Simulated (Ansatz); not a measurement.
## LiSm3: equation of state with PBE

LiSm3:

```
Sm Li
1.0
     4.96011    0.00000    0.00000
     0.00000    4.96011    0.00000
     0.00000    0.00000    4.96011
Sm Li
3 1
Direct
  0.50000 0.50000 0.00000
  0.50000 0.00000 0.50000
  0.00000 0.50000 0.50000
  0.00000 0.00000 0.00000
```

The cell comes from a database or a generator and needn't be the stable form of this composition.

| Quantity | Value |
| --- | --- |
| Program | Ansatz 0.2.0 |
| Task | equation of state |
| Functional | PBE |
| Potentials or basis | Ansatz PAW |
| Cutoff | 420 eV |
| Density cutoff | 1680 eV |
| k mesh | 6 × 6 × 6 |
| Occupations | fermi-dirac, width 0.05 eV |
| Spin | collinear spin, ferromagnetic start |
| Starting moments | [5.0, 5.0, 5.0, 0.0] μB |

```
Equilibrium volume : 34.30 Å³/atom (rough: see the caveat)
Bulk modulus       : 15.8 GPa (rough)
```

Energy against volume, from the lowest point:
```
volume (Å³/atom)  energy (meV/atom)
          28.678              52.01
          29.288              38.82
          29.898              27.62
          30.508              18.27
          31.118              10.63
          31.728               4.59
          32.339               0.00
```

All runs of the series together: 5.8 min on 2 threads of Intel(R) Xeon(R) Processor @ 2.50GHz (Skylake/Cascade Lake), on a shared host.

Caveat: the minimum lies outside the volumes run; without U or exact exchange the open f shell lies at the Fermi level, which spoils levels, moments and volumes. The state reached can hang on the start; a lower one may exist.
